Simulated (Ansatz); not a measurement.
# YHg2: the cost of one run

Computed with Ansatz 0.2.0 (DFT PBEsol, scalar-relativistic, unless a step's input says otherwise).

**1. Starting point**

The structure is hexagonal, space group P6/mmm (No. 191). Conventional cell: a = 4.771 Å, b = 4.771 Å, c = 3.536 Å, α = 90.00°, β = 90.00°, γ = 120.00°. Y (site symmetry 6/mmm) is surrounded by 12 Hg at 3.27 Å and 2 Y at 3.54 Å. Around Hg (site symmetry -6m2) lie 3 Hg at 2.75 Å and 6 Y at 3.27 Å.

Structure file:

```
Y Hg
1.0
     4.77100    0.00000    0.00000
    -2.38550    4.13181    0.00000
     0.00000    0.00000    3.53600
Y Hg
1 2
Direct
  0.00000 0.00000 0.00000
  0.33333 0.66667 0.50000
  0.66667 0.33333 0.50000
```

Atoms are numbered in the order of the input: Y1, Hg2, Hg3.

**2. Volume × 0.94, LAPW**

input.yaml

```yaml
crystal:
  lattice:
    - [4.6736065117, 0.0, 0.0]
    - [-2.3368032559, 4.0474619665, 0.0]
    - [0.0, 0.0, 3.4638164804]
  atoms:
    - { symbol: "Y", position: [0.0, 0.0, 0.0] }
    - { symbol: Hg, position: [0.3333333333, 0.6666666667, 0.5] }
    - { symbol: Hg, position: [0.6666666667, 0.3333333333, 0.5] }
kpoints:
  mp_grid: { grid: [10, 10, 12] }
  band_path:
    path:
      - [0.0, 0.0, 0.0]
      - [0.5, 0.0, 0.0]
      - [0.3333333333, 0.3333333333, 0.0]
      - [0.0, 0.0, 0.0]
      - [0.0, 0.0, 0.5]
      - [0.5, 0.0, 0.5]
      - [0.3333333333, 0.3333333333, 0.5]
      - [0.0, 0.0, 0.5]
      - [0.5, 0.0, 0.5]
    npoints: 5
scf:
  occupations: { method: fermi_dirac, width: 0.03 }
hamiltonian:
  xc: pbesol
  pseudopotentials: { kind: all_electron, lapw: { basis_error: 0.001 } }
output:
  forces: true
  stress: true
  eigenvalues: true
```

Launch:

```console
ansatz run input.yaml --threads 1 --pin off --max-ram 4096MiB --backend cpu --events-out ev --progress --plain --runs-dir out
```

What time and memory should one allow on 1 thread of Arm Neoverse V1, shared host?

About 2.6 min, with a peak of 0.93 GiB.
